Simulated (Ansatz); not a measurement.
**GaSiH7O (SMILES [SiH3][OH+][GaH3-]): BCCD(T)/6-31G(d) (spherical functions)**

Aim: the energy change on altering one bond length of GaSiH7O at BCCD(T)/6-31G* (spherical functions), from 2 runs. 

The calculation is run with Ansatz 0.2.0.

67 further runs of the same task are left out: 1 that didn't finish, 66 set aside as unsound or not needed.

### 1 The system as given

The species is GaSiH7O (10 atoms), meant as a singlet with charge 0. SMILES: `[SiH3][OH+][GaH3-]`. The shape is that of a PBE0-D4/def2-TZVP optimisation.

Bond lengths: Si1–O2 1.685 Å, O2–Ga3 2.176 Å, Si1–H4 1.485 Å, Si1–H5 1.480 Å, Si1–H6 1.475 Å, O2–H7 0.960 Å, Ga3–H8 1.571 Å, Ga3–H9 1.583 Å, Ga3–H10 1.578 Å. Some angles: Si1–O2–Ga3 118.1°, Si1–O2–H7 117.7°, Ga3–O2–H7 112.1°, O2–Si1–H4 106.7°, O2–Si1–H5 110.5°, O2–Si1–H6 105.9°, O2–Ga3–H8 100.1°, O2–Ga3–H9 92.2°, O2–Ga3–H10 95.6°, H4–Si1–H5 110.0°.

### 2 A single-point energy at BCCD(T)/6-31G(d) (spherical functions)

File run.yaml:

```yaml
basis:
  gaussian:
    orbitals: 6-31G_st_-spherical.json
crystal:
  periodic: [false, false, false]
  atoms:
    - {symbol: Si, position_ang: [-0.484700, 0.680100, -1.289300]}
    - {symbol: O, position_ang: [-0.772200, -0.233700, 0.097500]}
    - {symbol: Ga, position_ang: [0.882100, -0.551000, 1.475200]}
    - {symbol: H, position_ang: [-1.767100, 0.740000, -2.035000]}
    - {symbol: H, position_ang: [0.556000, 0.040700, -2.124900]}
    - {symbol: H, position_ang: [-0.069600, 2.013200, -0.814500]}
    - {symbol: H, position_ang: [-1.323900, -1.014800, 0.010100]}
    - {symbol: H, position_ang: [0.306600, 0.146600, 2.760300]}
    - {symbol: H, position_ang: [1.885600, 0.253500, 0.552600]}
    - {symbol: H, position_ang: [0.870300, -2.125600, 1.370900]}
accuracy: high
scf:
  omitted_lower_state_checks: [cluster_reference, increment]
correlation:
  method: bccd_t
  frozen_orbitals: {Ga: 9, H: 0, O: 1, Si: 5}
magnetization:
  spin_polarized: false
```

The basis set 6-31G* is read from a file made from the Basis Set Exchange's data (not shown).

On the command line:

```
ansatz run run.yaml --threads 1 --pin off --max-ram 3480MiB --events-out events.jsonl --progress --plain --runs-dir runs
```

The program printed, cut to the lines that bear on the results:

```text
Warning: RAYON_NUM_THREADS=1 ignored (pool sized by the plan → 1); use --threads N
Functional definition: HF
  name "HF"
[...]
1782 factors; integrals over basis functions are off by at most 4.7e-9 eV
[...]
mean field -62336.35422656 eV, -2290.8187647275 hartree, gradient 2.4e-8 eV, S^2 0.000000; 0 other end points of the search recorded, 0 dependent functions left out
15 core orbitals not correlated: weight in the atoms' cores, before any rotation towards them, 1.000 or more for the frozen orbitals, at most 0.000 for the correlated occupied ones
reference -62336.35422656 eV, -2290.8187647275 hartree; 15, 15 occupied and 48, 48 virtual orbitals, 1782 factors
second order -13.74613102 eV of doubles, -0.00000000 eV of singles
cycle   1  -13.67129223 eV  change    7.5e-2 eV  update   1.0e-1
[...]
cycle  19  -14.30924755 eV  change   -2.4e-9 eV  update   2.6e-9
perturbative correction -0.32935762 eV, -0.0121036694 hartree
Total energy: -62350.99283173 eV, -2291.3567235453 hartree
Checks for a lower state left out: cluster_reference, increment
```

It took 17 s on 1 thread of Arm Neoverse V1, shared host; peak memory 0.45 GiB.

### 3 The distorted shape

File run.yaml:

```yaml
crystal:
  periodic: [false, false, false]
  atoms:
    - symbol: Si
      position_ang: [-0.816792, -0.386419, -1.669154]
    - symbol: O
      position_ang: [-1.104292, -1.300219, -0.282354]
    - symbol: Ga
      position_ang: [0.550008, -1.617519, 1.095346]
    - symbol: H
      position_ang: [-2.099192, -0.326519, -2.414854]
    - symbol: H
      position_ang: [0.223908, -1.025819, -2.504754]
    - symbol: H
      position_ang: [-0.069600, 2.013200, -0.814500]
    - symbol: H
      position_ang: [-1.655992, -2.081319, -0.369754]
    - symbol: H
      position_ang: [-0.025492, -0.919919, 2.380446]
    - symbol: H
      position_ang: [1.553508, -0.813019, 0.172746]
    - symbol: H
      position_ang: [0.538208, -3.192119, 0.991046]
basis:
  gaussian:
    orbitals: 6-31G_st_-spherical.json
scf:
  omitted_lower_state_checks: [cluster_reference, increment]
correlation:
  method: bccd_t
  frozen_orbitals: {Ga: 9, H: 0, O: 1, Si: 5}
accuracy: high
```

The basis set 6-31G* is read from a file made from the Basis Set Exchange's data (not shown).

On the command line:

```
ansatz run run.yaml --threads 1 --pin off --max-ram 3480MiB --events-out events.jsonl --progress --plain --runs-dir runs
```

The program printed, cut to the lines that bear on the results:

```text
Warning: RAYON_NUM_THREADS=1 ignored (pool sized by the plan → 1); use --threads N
[... 2 set-up lines as earlier in the session ...]
[...]
1781 factors; integrals over basis functions are off by at most 4.7e-9 eV
[...]
mean field -62332.29357333 eV, -2290.6695384736 hartree, gradient 6.5e-8 eV, S^2 0.000000; 0 other end points of the search recorded, 0 dependent functions left out; unrestricted orbitals would lower it
15 core orbitals not correlated: weight in the atoms' cores, before any rotation towards them, 1.000 or more for the frozen orbitals, at most 0.000 for the correlated occupied ones
reference -62332.29357333 eV, -2290.6695384736 hartree; 15, 15 occupied and 48, 48 virtual orbitals, 1781 factors
second order -14.20650436 eV of doubles, -0.00000000 eV of singles
cycle   1  -14.31092253 eV  change   -1.0e-1 eV  update   1.4e-1
[...]
cycle  23  -15.26294716 eV  change  -5.8e-12 eV  update   1.9e-9
perturbative correction -0.43096577 eV, -0.0158376999 hartree
Total energy: -62347.98748626 eV, -2291.2462791362 hartree
Checks for a lower state left out: cluster_reference, increment
```

It took 19 s on 1 thread of Arm Neoverse V1, shared host; peak memory 0.45 GiB.

### 4 What came out

Level: BCCD(T)/6-31G* (spherical functions), 15 core orbitals frozen.

```
                                                          quantity           value
                                         first shape: total energy  -2291.35672 Eh
         first shape: correlation energy (15 core orbitals frozen)      -538.0 mEh
                                       first shape: (T) correction      -12.10 mEh
                                     distorted shape: total energy  -2291.24628 Eh
     distorted shape: correlation energy (15 core orbitals frozen)      -576.7 mEh
                                   distorted shape: (T) correction      -15.84 mEh
energy change with the Si1–H6 bond stretched from 1.475 to 2.655 Å        3.005 eV
```

In words: With the Si1–H6 bond stretched from 1.475 to 2.655 Å the energy rises by 3.01 eV (290 kJ/mol). The first shape isn't relaxed at this level, so the change isn't measured from a minimum. The triples (first shape) make up 2.2 % of the correlation energy. The restricted solution (distorted shape) is unstable to spin breaking: an unrestricted one lies lower. The triples (distorted shape) make up 2.7 % of the correlation energy.
